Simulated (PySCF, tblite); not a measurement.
# C₅H₁₁PSSi: geometry, infrared bands and NMR shifts

What infrared bands and NMR shifts should C₅H₁₁PSSi (`C=C[C@@H]1[C@@H]([SiH3])C[P@@H]1=S`) show?

Computed with tblite 0.8.0 and PySCF 2.14.0, with density-fitted response routines of our own, on a single molecule in the gas phase. Atoms are numbered from 0 throughout.

### Step 1. Starting geometry

19 atoms, charge 0, multiplicity 1; geometry from: force field or distance geometry start.

Bonds of the start (Å): C0–C1 1.36, C1–C2 1.47, C2–C3 1.54, C3–Si4 1.87, C3–C5 1.48, C5–P6 1.80, P6–S7 1.71, P6–C2 1.79, C0–H8 1.09, C0–H9 1.09, C1–H10 1.08, C2–H11 1.10, C3–H12 1.12, Si4–H13 1.47, Si4–H14 1.47, Si4–H15 1.45, C5–H16 1.09, C5–H17 1.10, P6–H18 1.39.

### Step 2. Relaxing the molecule with GFN2-xTB

Job settings and geometry (Å):

```
{"job": {"kind": "relax", "xc": "GFN2-xTB", "basis": "xTB"}, "charge": 0, "multiplicity": 1}
C      2.649200     0.004700     1.014600
C      1.738400     0.417700     0.097200
C      0.296400     0.455800     0.397300
C     -0.353000    -0.794900    -0.211300
Si    -1.936000    -1.114200     0.722800
C     -0.438000    -0.104300    -1.518200
P     -0.721200     1.462200    -0.684400
S      0.027200     2.827800    -1.401000
H      3.695000     0.005100     0.712000
H      2.351600    -0.311800     2.018000
H      2.051500     0.725300    -0.888400
H      0.075400     0.585700     1.462200
H      0.377900    -1.638300    -0.148100
H     -2.534700     0.144000     1.176300
H     -1.571400    -1.933000     1.893600
H     -2.924600    -1.851100    -0.045200
H     -1.249600    -0.435900    -2.172200
H      0.513400    -0.073700    -2.077800
H     -2.057400     1.638300    -0.355000
```

The run is started by

```console
$ OMP_NUM_THREADS=1 python probes_run.py task.json out
```

The driver reads the jobs from task.json and runs them one after another.

**Question.** This job is followed by: GFN2-xTB harmonic vibrations, gas phase; GIAO PBE0/pcSseg-1 NMR shielding, non-relativistic, gas phase. Predict these results of the whole session: strongest single infrared mode (GFN2-xTB); zero-point energy (GFN2-xTB); 13C shifts against TMS (PBE0/pcSseg-1); 1H shifts against TMS (PBE0/pcSseg-1, means over atoms taken as alike); 29Si shifts against TMS (PBE0/pcSseg-1); 31P shifts against H3PO4 (PBE0/pcSseg-1); 33S shifts against CS2 (PBE0/pcSseg-1); surface potential, 1st and 99th percentile.

**Answer**, as computed:

```
                                                              quantity                                                     value
                             strongest single infrared mode (GFN2-xTB)                                      788 cm⁻¹, 448 km/mol
                                          zero-point energy (GFN2-xTB)                                             86.8 kcal/mol
                                13C shifts against TMS (PBE0/pcSseg-1)                        143.7, 124.2, 59.3, 39.8, 16.0 ppm
1H shifts against TMS (PBE0/pcSseg-1, means over atoms taken as alike)  7.70, 6.48, 5.56, 5.37, 3.95, 2.81, 2.78, 2.52, 1.59 ppm
                               29Si shifts against TMS (PBE0/pcSseg-1)                                                 -62.0 ppm
                              31P shifts against H3PO4 (PBE0/pcSseg-1)                                                  -2.2 ppm
                                33S shifts against CS2 (PBE0/pcSseg-1)                                                  -204 ppm
                                 surface potential, 1st and 99th percentile                                        -1.31 V and 1.26 V
```

**Reading.** Relaxing lowered the energy by 2.301 eV in 120 steps; the close pair that moved most is P6–S7, from 1.714 to 1.927 Å. No mode is imaginary among the 51: a minimum at this level. GFN2-xTB is a fitted tight-binding method: band positions and strengths are rough. Its intensities can rank the bands wrongly. The most deshielded carbon is C1 (alkene CH), at 143.7 ppm: the olefinic region. At PBE0/pcSseg-1: The largest span, 342 ppm, is at S7, where the paramagnetic term is -349 ppm.
